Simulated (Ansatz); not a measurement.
# C₁₀H₁₄O: how energies converge with the basis set

An exercise on one series of results from a longer session: the logs are not shown, and one member is left open.

Program: Ansatz 0.2.0, Gaussian basis. Level of theory: one geometry, several basis sets. These are calculated values, not measurements.

The runs, in order: PBE0-D4/def2-SVP; ωB97M-V/def2-SVP; PBE0-D4/def2-QZVPP; ωB97M-V/def2-QZVPP; the functionals' def2-TZVPP values are taken from earlier runs.

## The relaxed structure

An earlier PBE0-D4 in a triple-zeta def2 set relaxation fixed the geometry.

SMILES `CC(C)(C)c1ccc(O)cc1`, 25 atoms, charge 0, spin multiplicity 1.

Atoms are counted from 1 here; the program's logs count them from 0.

Bond lengths: C1–C2 1.532 Å, C1–H12 1.094 Å, C1–H13 1.092 Å, C1–H14 1.093 Å, C2–C3 1.532 Å, C2–C4 1.525 Å, C2–C5 1.523 Å, C3–H15 1.094 Å, C3–H16 1.093 Å, C3–H17 1.092 Å, C4–H18 1.093 Å, C4–H19 1.093 Å, C4–H20 1.093 Å, C5–C6 1.396 Å, C5–C11 1.389 Å, C6–C7 1.381 Å, C6–H21 1.084 Å, C7–C8 1.390 Å and more. Angles: C2–C1–H12 110.4°, C2–C1–H13 111.6°, C2–C1–H14 110.8°, H12–C1–H13 107.8°, H12–C1–H14 108.3°, H13–C1–H14 107.8°, C1–C2–C3 109.3°, C1–C2–C4 108.3°, C1–C2–C5 109.4°, C3–C2–C4 108.3°, C3–C2–C5 109.4°, C4–C2–C5 112.1°, C2–C3–H15 110.4°, C2–C3–H16 110.8°, C2–C3–H17 111.6°, H15–C3–H16 108.3°, H15–C3–H17 107.8°, H16–C3–H17 107.8° and more.

The first run:

Contents of in.yaml:

```yaml
crystal:
  periodic: [false, false, false]
  atoms:
    - {symbol: C, position_ang: [1.432901, -1.854193, 0.149694]}
    - {symbol: C, position_ang: [0.054083, -1.262032, 0.457925]}
    - {symbol: C, position_ang: [-0.168935, -1.260575, 1.973556]}
    - {symbol: C, position_ang: [-1.003410, -2.156785, -0.179813]}
    - {symbol: C, position_ang: [-0.012616, 0.167101, -0.065198]}
    - {symbol: C, position_ang: [0.884224, 1.127122, 0.408130]}
    - {symbol: C, position_ang: [0.863781, 2.435304, -0.033259]}
    - {symbol: C, position_ang: [-0.073508, 2.829280, -0.980471]}
    - {symbol: O, position_ang: [-0.058923, 4.124583, -1.386681]}
    - {symbol: C, position_ang: [-0.975425, 1.897286, -1.467546]}
    - {symbol: C, position_ang: [-0.939095, 0.586198, -1.011124]}
    - {symbol: H, position_ang: [1.499773, -2.879045, 0.526022]}
    - {symbol: H, position_ang: [2.233060, -1.274883, 0.614694]}
    - {symbol: H, position_ang: [1.616011, -1.872432, -0.927380]}
    - {symbol: H, position_ang: [-0.116822, -2.279748, 2.367244]}
    - {symbol: H, position_ang: [-1.149682, -0.847501, 2.221482]}
    - {symbol: H, position_ang: [0.585135, -0.663747, 2.490581]}
    - {symbol: H, position_ang: [-0.918141, -3.168717, 0.223452]}
    - {symbol: H, position_ang: [-2.015262, -1.801191, 0.030416]}
    - {symbol: H, position_ang: [-0.879374, -2.221211, -1.263769]}
    - {symbol: H, position_ang: [1.627016, 0.849365, 1.147870]}
    - {symbol: H, position_ang: [1.568220, 3.165864, 0.346143]}
    - {symbol: H, position_ang: [-0.752943, 4.258002, -2.037953]}
    - {symbol: H, position_ang: [-1.713846, 2.191102, -2.208450]}
    - {symbol: H, position_ang: [-1.659620, -0.113247, -1.415263]}
basis:
  gaussian: {orbitals: def2-SVP}
hamiltonian: {xc: pbe0, dispersion: d4}
output: {orbitals: {seedname: orbitals}}
```

Started as:

```
> ansatz run in.yaml --threads 4 --pin off --events-out ev --progress --plain --max-ram 66560MiB --backend cpu
```

Among the steps run: PBE0-D4 in def2-SVP; ωB97M-V in def2-SVP; PBE0-D4 in def2-QZVPP; ωB97M-V in def2-QZVPP.

One table of the session follows, with a row left open; its other results are not shown here.

It belongs to the step «Functionals by basis». 

| functional | basis | HOMO (eV) | LUMO (eV) |
| --- | --- | --- | --- |
| PBE0-D4 | def2-SVP | ? | ? |
| PBE0-D4 | def2-TZVPP | -6.28 | -0.18 |
| PBE0-D4 | def2-QZVPP | -6.30 | -0.23 |
| ωB97M-V | def2-SVP | -8.26 | 2.01 |
| ωB97M-V | def2-TZVPP | -8.34 | 1.79 |
| ωB97M-V | def2-QZVPP | -8.36 | 1.62 |

Estimate the missing values for PBE0-D4, def2-SVP.

The run gave: HOMO (eV): -6.21; LUMO (eV): -0.03. In the column «HOMO (eV)» it is the highest.
